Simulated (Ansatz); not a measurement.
# CH₇BSi₂: one species, many methods

The task here is to estimate one member of a computed series from the others.

Computed with Ansatz 0.2.0, Gaussian basis. Level: functionals in def2-TZVPP, the program's frozen cores in correlated methods.

Levels to be run: LDA (SPW92), PBE-D4, revPBE-D4, BLYP-D4, r2SCAN-D4, B97M-V, PBE0-D4, B3LYP-D4, r2SCANh-D4, r2SCAN0-D4, HSE06-D4, BHLYP-D4, CAM-B3LYP-D4, LC-ωPBE, ωB97X-V, ωB97M-V, B2PLYP, PBE-QIDH; CCSD(T)/def2-SVP; CCSD(T)/def2-TZVPP; MP2/def2-QZVPP; extrapolation to the limit; RPA on PBE.

## Structure used throughout

The geometry comes from an earlier relaxation with PBE0-D4 in a triple-zeta def2 set; it is a stationary point, not always the lowest conformer.

SMILES `B1C[SiH2][SiH2]1`, 11 atoms, charge 0, spin multiplicity 1.

Atoms are counted from 1 here; the program's logs count them from 0.

Bond lengths: B1–C2 1.536 Å, B1–Si4 1.948 Å, B1–H5 1.203 Å, C2–Si3 1.942 Å, C2–H6 1.087 Å, C2–H7 1.091 Å, Si3–Si4 2.406 Å, Si3–H8 1.482 Å, Si3–H9 1.480 Å, Si4–H10 1.486 Å, Si4–H11 1.481 Å. Angles: C2–B1–Si4 115.9°, C2–B1–H5 118.1°, Si4–B1–H5 112.5°, B1–C2–Si3 78.3°, B1–C2–H6 119.3°, B1–C2–H7 120.2°, Si3–C2–H6 118.1°, Si3–C2–H7 103.1°, H6–C2–H7 112.2°, C2–Si3–Si4 85.1°, C2–Si3–H8 108.1°, C2–Si3–H9 116.6°, Si4–Si3–H8 107.4°, Si4–Si3–H9 123.9°, H8–Si3–H9 112.2°, B1–Si4–Si3 60.2°, B1–Si4–H10 124.6°, B1–Si4–H11 120.8° and more.

Coordinates:

```xyz
11

B     0.5118   -0.3226    1.0177
C     0.9909   -1.0294   -0.2596
Si   -0.6916   -0.2562   -0.8465
Si   -0.2316    1.4617    0.7742
H    -0.0998   -0.9693    1.8275
H     1.0859   -2.1121   -0.2648
H     1.7232   -0.5491   -0.9100
H    -0.4835    0.3340   -2.1900
H    -1.8792   -1.1378   -0.7998
H     0.4073    2.5411   -0.0226
H    -1.2681    1.9828    1.6946
```

Set-up of the first run:

File in.yaml:

```yaml
crystal:
  periodic: [false, false, false]
  atoms:
    - {symbol: B, position_ang: [0.511816, -0.322620, 1.017709]}
    - {symbol: C, position_ang: [0.990906, -1.029392, -0.259564]}
    - {symbol: Si, position_ang: [-0.691629, -0.256232, -0.846486]}
    - {symbol: Si, position_ang: [-0.231558, 1.461666, 0.774194]}
    - {symbol: H, position_ang: [-0.099792, -0.969317, 1.827510]}
    - {symbol: H, position_ang: [1.085944, -2.112088, -0.264811]}
    - {symbol: H, position_ang: [1.723196, -0.549069, -0.909950]}
    - {symbol: H, position_ang: [-0.483458, 0.333993, -2.190000]}
    - {symbol: H, position_ang: [-1.879188, -1.137824, -0.799844]}
    - {symbol: H, position_ang: [0.407260, 2.541094, -0.022631]}
    - {symbol: H, position_ang: [-1.268099, 1.982790, 1.694573]}
basis:
  gaussian: {orbitals: def2-TZVPP}
hamiltonian: {xc: lda}
output: {orbitals: {seedname: orbitals}}
```

Launch:

```
ansatz run in.yaml --threads 2 --pin off --events-out ev --progress --plain --max-ram 4352MiB
```

Steps of the session up to this table: LDA; PBE-D4 (GGA); revPBE-D4 (GGA); BLYP-D4 (GGA); r2SCAN-D4 (meta-GGA); B97M-V (meta-GGA); PBE0-D4 (hybrid); B3LYP-D4 (hybrid); r2SCANh-D4 (hybrid); r2SCAN0-D4 (hybrid); HSE06-D4 (hybrid); BHLYP-D4 (hybrid); CAM-B3LYP-D4 (range-separated); LC-ωPBE (range-separated); ωB97X-V (range-separated); ωB97M-V (range-separated); B2PLYP (double hybrid); PBE-QIDH (double hybrid).

One table of the session follows, with a row left open; its other results are not shown here.

It belongs to the step «Frontier levels by functional». 

```
  functional  HOMO (eV)  gap (eV)
 LDA (SPW92)      -6.04      3.70
      PBE-D4          ?         ?
   revPBE-D4      -5.88      3.79
     BLYP-D4      -5.76      3.79
   r2SCAN-D4      -6.11      4.17
      B97M-V      -6.18      4.15
     PBE0-D4      -6.88      5.60
    B3LYP-D4      -6.68      5.26
  r2SCANh-D4      -6.47      4.84
  r2SCAN0-D4      -7.00      5.84
    HSE06-D4      -6.49      4.83
    BHLYP-D4      -7.69      7.45
CAM-B3LYP-D4      -8.06      7.90
     LC-ωPBE      -9.32     10.17
     ωB97X-V      -9.01      9.82
     ωB97M-V      -8.84      9.44
```

Q: Estimate the row for PBE-D4 from the others.

**Answer.** HOMO (eV): -5.93; gap (eV): 3.76. In the column «HOMO (eV)» it lies between LDA (SPW92) (-6.04) and revPBE-D4 (-5.88).
